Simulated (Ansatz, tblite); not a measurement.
**Fac-ScBr3(H2O)3 (Br₃H₆O₃Sc): a ladder of methods and basis sets**

How do method and basis change the picture of fac-ScBr3(H2O)3 (Br₃H₆O₃Sc) (singlet)?

The runs use Ansatz 0.2.0, Gaussian basis; as each input shows.

Plan: GFN1-xTB, GFN2-xTB, PBE-D4/def2-TZVP, r2SCAN-D4/def2-TZVP, BLYP-D4/def2-TZVP, PBE-QIDH/def2-TZVP, r2SCANh-D4/def2-TZVP, PBE-D4/def2-SVP, PBE0-D4/def2-SVP, MP2/def2-TZVP, RPA/def2-TZVP.

1 further run of the same task is left out (set aside as unsound or not needed). Runs told in other sessions of the task aren't counted.

## (1) The structure

The singlet was relaxed beforehand with PBE0-D4/def2-SVP.

13 atoms, charge 0, spin multiplicity 1.

Bond lengths: Br1–Sc7 2.536 Å, Br2–Sc7 2.536 Å, Br3–Sc7 2.536 Å, O4–Sc7 2.256 Å, O4–H8 0.972 Å, O4–H9 0.972 Å, O5–Sc7 2.256 Å, O5–H10 0.972 Å, O5–H11 0.972 Å, O6–Sc7 2.256 Å, O6–H12 0.972 Å, O6–H13 0.972 Å. Angles: Sc7–O4–H8 102.4°, Sc7–O4–H9 102.0°, H8–O4–H9 104.9°, Sc7–O5–H10 102.4°, Sc7–O5–H11 102.0°, H10–O5–H11 104.9°, Sc7–O6–H12 102.4°, Sc7–O6–H13 102.0°, H12–O6–H13 104.9°, Br1–Sc7–Br2 107.3°, Br1–Sc7–Br3 107.3°, Br1–Sc7–O4 161.2°, Br1–Sc7–O5 83.2°, Br1–Sc7–O6 83.4°, Br2–Sc7–Br3 107.3°, Br2–Sc7–O4 83.4°, Br2–Sc7–O5 161.2°, Br2–Sc7–O6 83.2° and more.

Geometry (Å):

```xyz
13
Br3H6O3Sc
Br   -0.0828    0.0443    2.8448
Br    2.8448   -0.0960   -0.0006
Br    0.0108    2.8435   -0.1287
O     0.2675    0.1834   -1.8675
O    -1.8631    0.2784    0.2101
O     0.2061   -1.8608    0.2967
Sc    0.3843    0.3869    0.3763
H     1.1873   -0.0185   -2.1065
H     0.1333    1.1044   -2.1472
H    -2.1007    1.1971    0.0017
H    -2.1285    0.1559    1.1369
H     0.0114   -2.0866    1.2214
H     1.1295   -2.1320    0.1625
```

No spin-orbit coupling is included.

PBE0-D4/def2-TZVP was run before; its log isn't repeated, and its numbers join the tables.

## (2) GFN1-xTB

Tight binding, by tblite at 300 K electronic temperature and without a spin-polarisation term:

```python
tblite.interface.Calculator('GFN1-xTB', numbers, positions, charge=0, uhf=0).singlepoint()
```

Energy -823.6709 eV, HOMO -9.88 eV, LUMO -8.77 eV; 0.016 s.

## (3) GFN2-xTB

Tight binding, by tblite at 300 K electronic temperature and without a spin-polarisation term:

```python
tblite.interface.Calculator('GFN2-xTB', numbers, positions, charge=0, uhf=0).singlepoint()
```

Energy -783.1630 eV, HOMO -11.15 eV, LUMO -9.98 eV; 0.009 s.

## (4) PBE-D4/def2-TZVP

start.molden holds the orbitals of an earlier run on this state, given as this run's starting guess.

File in.yaml:

```yaml
crystal:
  periodic: [false, false, false]
  atoms:
    - {symbol: Br, position_ang: [-0.082824, 0.044321, 2.844831]}
    - {symbol: Br, position_ang: [2.844782, -0.095994, -0.000553]}
    - {symbol: Br, position_ang: [0.010751, 2.843479, -0.128702]}
    - {symbol: O, position_ang: [0.267516, 0.183406, -1.867547]}
    - {symbol: O, position_ang: [-1.863050, 0.278390, 0.210087]}
    - {symbol: O, position_ang: [0.206069, -1.860752, 0.296743]}
    - {symbol: Sc, position_ang: [0.384338, 0.386929, 0.376323]}
    - {symbol: H, position_ang: [1.187302, -0.018519, -2.106508]}
    - {symbol: H, position_ang: [0.133316, 1.104358, -2.147219]}
    - {symbol: H, position_ang: [-2.100664, 1.197101, 0.001722]}
    - {symbol: H, position_ang: [-2.128508, 0.155931, 1.136864]}
    - {symbol: H, position_ang: [0.011446, -2.086648, 1.221405]}
    - {symbol: H, position_ang: [1.129536, -2.132011, 0.162545]}
basis:
  gaussian: {orbitals: def2-TZVP, initial_orbitals: start.molden}
hamiltonian: {xc: pbe, dispersion: d4}
scf: {omitted_lower_state_checks: [starts]}
output: {forces: true, orbitals: {seedname: orbitals}}
```

Started as:

```sh
$ ansatz run in.yaml --threads 4 --pin off --events-out ev --progress --plain --max-ram 4787MiB
```

After this run come: r2SCAN-D4/def2-TZVP; BLYP-D4/def2-TZVP; PBE-QIDH/def2-TZVP; r2SCANh-D4/def2-TZVP; PBE-D4/def2-SVP; PBE0-D4/def2-SVP; MP2/def2-TZVP; RPA/def2-TZVP.

Q: Predict the results of all the runs planned. Wanted: gap in def2-TZVP, named functionals, smallest and largest; correlation energy, MP2/def2-TZVP; binding an atom, functionals in def2-TZVP; PBE0 total energy, smallest basis above largest.

As calculated:

| quantity | value |
| --- | --- |
| gap in def2-TZVP, named functionals, smallest and largest | 3.83 eV (BLYP-D4), 6.14 eV (PBE0-D4) |
| correlation energy, MP2/def2-TZVP | -51.10 eV |
| binding an atom, functionals in def2-TZVP | 3.51 (PBE0-D4) to 3.54 eV (BLYP-D4) |
| PBE0 total energy, smallest basis above largest | 35.51 eV (def2-SVP, def2-TZVP) |

In words: Over the named functionals in def2-TZVP the gap runs from 3.83 eV (BLYP-D4) to 6.14 eV (PBE0-D4); exact exchange widens it.
